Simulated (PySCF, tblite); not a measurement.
# GeAsH₅: dynamics, then NMR shifts and electronic excitations on frames, part 2 of 2

tblite 0.8.0 and PySCF 2.14.0. Atoms count from 0. The steps go on from the part before.

## Step 9: Nuclear shieldings: 800 fs, PBE0/pcSseg-1

What the job is given:

```
{"job": {"kind": "nmr", "xc": "PBE0", "basis": "pcSseg-1", "pop": false}, "charge": 0, "multiplicity": 1}
Ge    -1.816300    -0.098200     0.281800
As     0.547000     0.302600    -0.121500
H     -2.345000     0.281100     1.694400
H     -2.576600    -1.521200     0.162400
H     -2.488600     0.985800    -0.683900
H      1.286800    -0.281400     0.985500
H      0.262700     1.505300     0.664900
```

With the program's defaults for keys left out, this is: GIAO PBE0/pcSseg-1 NMR shielding, non-relativistic, gas phase.

What it wrote:

```text
coarse grid: 27112 points
cycle   1  E = -4314.8171930351  dE = -1.621e+00  |g| = 1.053e+00  |ddm| = 2.469e+00
cycle   2  E = -4314.8089338800  dE =  8.259e-03  |g| = 9.080e-01  |ddm| = 7.299e-01
cycle   3  E = -4314.8655978726  dE = -5.666e-02  |g| = 1.333e-01  |ddm| = 5.177e-01
cycle   4  E = -4314.8673557449  dE = -1.758e-03  |g| = 3.436e-02  |ddm| = 1.060e-01
cycle   5  E = -4314.8674784482  dE = -1.227e-04  |g| = 3.797e-03  |ddm| = 2.620e-02
cycle   6  E = -4314.8674810399  dE = -2.592e-06  |g| = 9.340e-04  |ddm| = 6.725e-03
final grid: 52976 points
cycle   7  E = -4314.8674550524  dE = -2.786e-08  |g| = 1.103e-03  |ddm| = 3.116e-03
cycle   8  E = -4314.8674550184  dE =  3.398e-08  |g| = 1.378e-03  |ddm| = 2.956e-03
cycle   9  E = -4314.8674553269  dE = -3.085e-07  |g| = 8.505e-05  |ddm| = 1.407e-03
cycle  10  E = -4314.8674553296  dE = -2.623e-09  |g| = 1.176e-05  |ddm| = 1.288e-04
cycle  11  E = -4314.8674553296  dE = -4.366e-11  |g| = 2.045e-06  |ddm| = 1.178e-05
converged SCF energy = -4314.8674553296

GIAO shielding tensors (ppm)
atom      isotropic    diamagn.    paramagn.     s11        s22        s33       span
  0 Ge    1572.388    2754.151   -1181.764   1477.726   1543.554   1695.883    218.157
  1 As    1960.898    2876.209    -915.311   1766.926   1963.467   2152.299    385.373
  2 H       26.706      27.341      -0.636     19.985     22.050     38.082     18.097
  3 H       26.081      25.900       0.181     20.587     21.009     36.647     16.060
  4 H       26.623      26.542       0.081     20.287     22.359     37.222     16.935
  5 H       30.299      30.014       0.285     22.383     23.484     45.029     22.646
  6 H       30.066      30.076      -0.010     21.388     26.297     42.513     21.126
```

Wall time 9.2 s (1 thread of Arm Neoverse N1, shared host); peak memory 0.5 GiB.

Key values: δ Ge0 -241, As1 28, H3 5.64, H4 5.09 ppm.

## Step 10: TDDFT and polarisability: 800 fs, PBE0/def2-SVPD

Same as in step 9 but for these lines:

```diff
@@ -1,2 +1,2 @@
-{"job": {"kind": "nmr", "xc": "PBE0", "basis": "pcSseg-1", "pop": false}, "charge": 0, "multiplicity": 1}
+{"job": {"kind": "uv", "xc": "PBE0", "basis": "def2-SVPD", "nstates": 5, "ntriplets": 0}, "charge": 0, "multiplicity": 1}
 Ge    -1.816300    -0.098200     0.281800
```

With the program's defaults for keys left out, this is: TDDFT PBE0/def2-SVPD, vertical, gas phase, core orbitals frozen in the response.

What it wrote:

```text
coarse grid: 27112 points
cycle   1  E = -4314.7726545126  dE = -1.460e+00  |g| = 3.804e-01  |ddm| = 2.708e+00
cycle   2  E = -4314.7713477108  dE =  1.307e-03  |g| = 3.935e-01  |ddm| = 5.289e-01
cycle   3  E = -4314.7880900193  dE = -1.674e-02  |g| = 3.364e-02  |ddm| = 3.081e-01
cycle   4  E = -4314.7882574687  dE = -1.674e-04  |g| = 6.013e-03  |ddm| = 3.875e-02
cycle   5  E = -4314.7882631176  dE = -5.649e-06  |g| = 1.917e-03  |ddm| = 1.451e-02
final grid: 52976 points
cycle   6  E = -4314.7882413256  dE = -3.915e-08  |g| = 2.292e-03  |ddm| = 7.330e-03
cycle   7  E = -4314.7882410563  dE =  2.693e-07  |g| = 2.750e-03  |ddm| = 7.590e-03
cycle   8  E = -4314.7882423515  dE = -1.295e-06  |g| = 1.613e-04  |ddm| = 3.816e-03
cycle   9  E = -4314.7882423556  dE = -4.154e-09  |g| = 2.814e-05  |ddm| = 1.849e-04
cycle  10  E = -4314.7882423558  dE = -1.655e-10  |g| = 2.332e-06  |ddm| = 3.712e-05
converged SCF energy = -4314.7882423558

Static polarisability (au): isotropic 70.378, principal 59.609 61.035 90.491

Singlet excitations
state   eV       nm        f      main configurations
  1   5.7966    213.9   0.14871   H->L 0.91
  2   6.3817    194.3   0.04323   H->L+1 0.91
  3   6.7066    184.9   0.01661   H->L+2 0.83
  4   6.9480    178.4   0.04421   H->L+3 0.51, H-1->L 0.44
  5   7.2175    171.8   0.14937   H->L+3 0.33, H-1->L 0.29, H-2->L 0.20
```

Run time: 9.9 s. Hardware: 1 thread of Arm Neoverse N1, shared host; peak memory 0.48 GiB.

Key values: HOMO -7.52 eV, LUMO -0.73 eV; lowest singlet 5.80 eV.

## Step 11: Nuclear shieldings: 1000 fs, PBE0/pcSseg-1

What the job is given:

```
{"job": {"kind": "nmr", "xc": "PBE0", "basis": "pcSseg-1", "pop": false}, "charge": 0, "multiplicity": 1}
Ge    -1.813700    -0.284300     0.632800
As     0.385900     0.008600    -0.002900
H     -2.579900     0.861200     1.050900
H     -1.801100    -1.554800     1.505800
H     -2.527800    -0.707400    -0.656500
H      0.529500    -1.076500    -0.978200
H      0.880300    -1.077800     0.933000
```

Method: GIAO PBE0/pcSseg-1 NMR shielding, non-relativistic, gas phase.

What it wrote:

```text
coarse grid: 27112 points
cycle   1  E = -4314.8149061142  dE = -1.475e+00  |g| = 1.050e+00  |ddm| = 2.532e+00
cycle   2  E = -4314.8087171924  dE =  6.189e-03  |g| = 9.005e-01  |ddm| = 7.186e-01
cycle   3  E = -4314.8629057692  dE = -5.419e-02  |g| = 1.325e-01  |ddm| = 4.911e-01
cycle   4  E = -4314.8645404736  dE = -1.635e-03  |g| = 2.914e-02  |ddm| = 9.729e-02
cycle   5  E = -4314.8646233535  dE = -8.288e-05  |g| = 3.048e-03  |ddm| = 1.917e-02
cycle   6  E = -4314.8646247809  dE = -1.427e-06  |g| = 8.320e-04  |ddm| = 5.307e-03
final grid: 52976 points
cycle   7  E = -4314.8646514208  dE = -1.051e-08  |g| = 1.053e-03  |ddm| = 2.806e-03
cycle   8  E = -4314.8646513820  dE =  3.881e-08  |g| = 1.328e-03  |ddm| = 2.662e-03
cycle   9  E = -4314.8646516190  dE = -2.370e-07  |g| = 6.161e-05  |ddm| = 1.268e-03
cycle  10  E = -4314.8646516205  dE = -1.439e-09  |g| = 6.877e-06  |ddm| = 1.123e-04
cycle  11  E = -4314.8646516205  dE = -2.365e-11  |g| = 1.508e-06  |ddm| = 5.961e-06
converged SCF energy = -4314.8646516205

GIAO shielding tensors (ppm)
atom      isotropic    diamagn.    paramagn.     s11        s22        s33       span
  0 Ge    1657.760    2755.327   -1097.567   1545.563   1692.299   1735.418    189.856
  1 As    2005.042    2876.642    -871.600   1745.344   2087.452   2182.331    436.987
  2 H       29.066      29.117      -0.052     21.865     22.772     42.560     20.695
  3 H       26.867      27.216      -0.349     18.484     23.076     39.040     20.555
  4 H       27.725      27.975      -0.250     20.321     23.393     39.460     19.139
  5 H       30.298      30.369      -0.071     22.383     24.418     44.093     21.710
  6 H       29.443      29.353       0.090     21.284     24.797     42.247     20.962
```

Wall time 9.2 s (1 thread of Arm Neoverse N1, shared host); peak memory 0.5 GiB.

This run: δ Ge0 -327, As1 -16, H3 4.85, H4 3.99 ppm.

## Step 12: TDDFT and polarisability: 1000 fs, PBE0/def2-SVPD

Same as in step 11 but for these lines:

```diff
@@ -1,2 +1,2 @@
-{"job": {"kind": "nmr", "xc": "PBE0", "basis": "pcSseg-1", "pop": false}, "charge": 0, "multiplicity": 1}
+{"job": {"kind": "uv", "xc": "PBE0", "basis": "def2-SVPD", "nstates": 5, "ntriplets": 0}, "charge": 0, "multiplicity": 1}
 Ge    -1.813700    -0.284300     0.632800
```

Level: TDDFT PBE0/def2-SVPD, vertical, gas phase, core orbitals frozen in the response.

What it wrote:

```text
coarse grid: 27112 points
cycle   1  E = -4314.7690239968  dE = -1.313e+00  |g| = 3.844e-01  |ddm| = 2.900e+00
cycle   2  E = -4314.7689834378  dE =  4.056e-05  |g| = 3.913e-01  |ddm| = 5.687e-01
cycle   3  E = -4314.7850096998  dE = -1.603e-02  |g| = 3.301e-02  |ddm| = 3.394e-01
cycle   4  E = -4314.7851498230  dE = -1.401e-04  |g| = 4.559e-03  |ddm| = 3.780e-02
cycle   5  E = -4314.7851530021  dE = -3.179e-06  |g| = 1.367e-03  |ddm| = 1.149e-02
final grid: 52976 points
cycle   6  E = -4314.7851560515  dE = -1.830e-07  |g| = 1.332e-03  |ddm| = 4.801e-03
cycle   7  E = -4314.7851560836  dE = -3.208e-08  |g| = 1.371e-03  |ddm| = 4.091e-03
cycle   8  E = -4314.7851564102  dE = -3.266e-07  |g| = 1.090e-04  |ddm| = 1.962e-03
cycle   9  E = -4314.7851564119  dE = -1.714e-09  |g| = 1.594e-05  |ddm| = 1.037e-04
cycle  10  E = -4314.7851564120  dE = -5.093e-11  |g| = 1.361e-06  |ddm| = 2.147e-05
converged SCF energy = -4314.7851564120

Static polarisability (au): isotropic 65.001, principal 56.407 58.914 79.683

Singlet excitations
state   eV       nm        f      main configurations
  1   5.5311    224.2   0.01330   H->L 0.95
  2   6.0402    205.3   0.03503   H->L+1 0.94
  3   6.4254    193.0   0.18412   H->L+2 0.88
  4   7.2282    171.5   0.04244   H->L+3 0.96
  5   7.5383    164.5   0.00819   H-1->L 0.88
```

It took 10 s on 1 thread of Arm Neoverse N1, shared host; peak memory 0.48 GiB.

In short: HOMO -7.22 eV, LUMO -0.39 eV; lowest singlet 5.53 eV.

## Step 13: Comparing the runs: NMR shifts

Shifts (ppm), with basis size and wall time:

| frame | H3 | H2 | H4 | H6 | H5 | Ge0 | As1 | functions | time |
| --- | --- | --- | --- | --- | --- | --- | --- | --- | --- |
| 250 fs | 5.57 | 4.55 | 2.73 | 1.94 | 1.15 | -258 | -181 | 107 | 15 s |
| 425 fs | 4.06 | 3.93 | 2.97 | 2.13 | 2.58 | -299 | 62 | 107 | 9.2 s |
| 625 fs | 5.74 | 6.18 | 4.52 | 2.84 | 1.81 | -271 | 10 | 107 | 9.3 s |
| 800 fs | 5.64 | 5.01 | 5.09 | 1.65 | 1.42 | -241 | 28 | 107 | 9.2 s |
| 1000 fs | 4.85 | 2.65 | 3.99 | 2.27 | 1.42 | -327 | -16 | 107 | 9.2 s |

## Step 14: Run by run: electronic excitations

Excitations and ground-state properties, with basis size and wall time:

| frame | lowest singlet (eV) | brightest (eV) | f | gap (eV) | α (Å³) | μ (D) | functions | time |
| --- | --- | --- | --- | --- | --- | --- | --- | --- |
| 250 fs | 6.63 | 7.28 | 0.259 | 7.60 | 10.00 | 0.82 | 116 | 15 s |
| 425 fs | 5.76 | 5.76 | 0.155 | 6.79 | 10.14 | 0.51 | 116 | 9.7 s |
| 625 fs | 6.09 | 6.09 | 0.142 | 7.01 | 10.45 | 1.00 | 116 | 9.8 s |
| 800 fs | 5.80 | 7.22 | 0.149 | 6.79 | 10.43 | 0.61 | 116 | 9.9 s |
| 1000 fs | 5.53 | 6.43 | 0.184 | 6.84 | 9.63 | 0.54 | 116 | 10 s |

## Step 15: What came out

This closing draws on all 2 parts.

| quantity | value |
| --- | --- |
| thermostat | 600 K |
| mean temperature, second half | 553 K |
| mean potential energy above the minimum | 0.36 eV |
| 1H shifts against TMS (PBE0/pcSseg-1, 250 fs) | 5.57, 4.55, 2.73, 1.94, 1.15 ppm |
| 73Ge shifts against GeMe4 (PBE0/pcSseg-1, 250 fs) | -258 ppm |
| 75As shifts against AsH3 (PBE0/pcSseg-1, 250 fs) | -181 ppm |
| surface potential, 1st and 99th percentile | -0.22 V and 0.93 V |
| lowest singlet (PBE0/def2-SVPD, 250 fs) | 6.63 eV (187 nm), f = 0.076 |
| brightest single state of those computed | state 5, 7.28 eV, f = 0.259 |
| range of the shift of As1 | -181 to 62 ppm |
| range of the lowest singlet | 5.53 to 6.63 eV |

What this shows: In the second half the potential energy averages 0.36 eV above the minimum; equipartition over 15 harmonic modes at 600 K would give 0.39 eV. With 7 atoms the temperature swings widely (364 to 1178 K). Shifts at one fixed geometry are not the observed spectrum, which averages over the motion. In the first frame run (250 fs): The widest tensor belongs to As1: span 444 ppm, with a paramagnetic part of -707 ppm. The first singlet state (HOMO→LUMO 0.57, HOMO−1→LUMO 0.38) lies at 6.63 eV and is bright; of the 5 states computed, the strongest absorption comes from state 5 at 7.28 eV (the last computed, so partners may be missing). In ppm, As1 moves most: its shift spreads over 244 ppm, from -181 (250 fs) to 62 (425 fs). The lowest singlet runs from 5.53 eV (1000 fs) to 6.63 eV (250 fs), while the orbital gap spans 6.79 to 7.60 eV. The lowest state need not be the same one in every run. The runs solved for a few states only, so the brightest column depends on that window. Spin-orbit coupling is left out, which matters for shieldings and couplings at and beside the heavy atoms.
